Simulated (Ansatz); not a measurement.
Here is an Ansatz 0.2.0 calculation.

The input input.yaml:

```yaml
crystal:
  lattice:
    - [4.20407, 0.0, 0.0]
    - [2.02172, 3.83952, 0.0]
    - [2.04686, 1.279, 6.28132]
  atoms:
    - { symbol: H, position: [0.89145, 0.68202, 0.62796] }
    - { symbol: Pb, position: [0.14426, 0.92872, 0.88352] }
    - { symbol: "N", position: [0.2567, 0.28861, 0.30171] }
    - { symbol: O, position: [0.83108, 0.65056, 0.78405] }
    - { symbol: O, position: [0.38694, 0.2238, 0.11295] }
    - { symbol: O, position: [0.31104, 0.03576, 0.45856] }
    - { symbol: O, position: [0.07726, 0.60633, 0.32275] }
hamiltonian:
  xc: pbe
  pseudopotentials: { kind: paw }
kpoints:
  mp_grid: { grid: [5, 5, 3] }
scf:
  occupations: { method: fermi_dirac, width: 0.05 }
output:
  forces: true
  stress: true
  eigenvalues: true
  write_density: true
  write_potential: true
  elf: true
  volumetric_format: npy
relax:
  f_tol: 0.01
  max_steps: 40
  cell: { stress_tol: 0.05, p_target: 2.0 }
```

Potentials or basis: Ansatz PAW.

Command:

```console
$ ansatz run input.yaml --threads 8 --pin off --max-ram 20480MiB --backend cpu --events-out ev --progress --plain --runs-dir out
```

Q: Estimate the relaxed cell.

A: a = 4.131 Å, b = 4.228 Å, c = 6.659 Å, α = 72.46°, β = 72.33°, γ = 62.01°.

Q: What does it give for the relaxed volume?

A: 13.73 Å³/atom.

Q: Predict the space group after relaxing (to 0.05 Å).

A: P1 (No. 1).

Forces in eV/Å, atoms in the order of the input:
```
H    0.000  0.002 -0.001
Pb   0.000 -0.001  0.001
N    0.001  0.000  0.005
O    0.000 -0.001  0.001
O    0.000 -0.001 -0.005
O   -0.001  0.000 -0.001
O   -0.001  0.001  0.000
```

Caveat: odd divisions of the mesh miss points on the zone boundary, where band edges often lie, so the gap on the mesh can be too wide; the plane-wave basis is chosen anew once the cell has moved, so the energies of steps on either side of that aren't comparable; the pressure holds a Pulay correction of +0.6 GPa for the finite cutoff; spin-orbit coupling is left out, which as a rule narrows the gap of such compounds by several tenths of an eV.
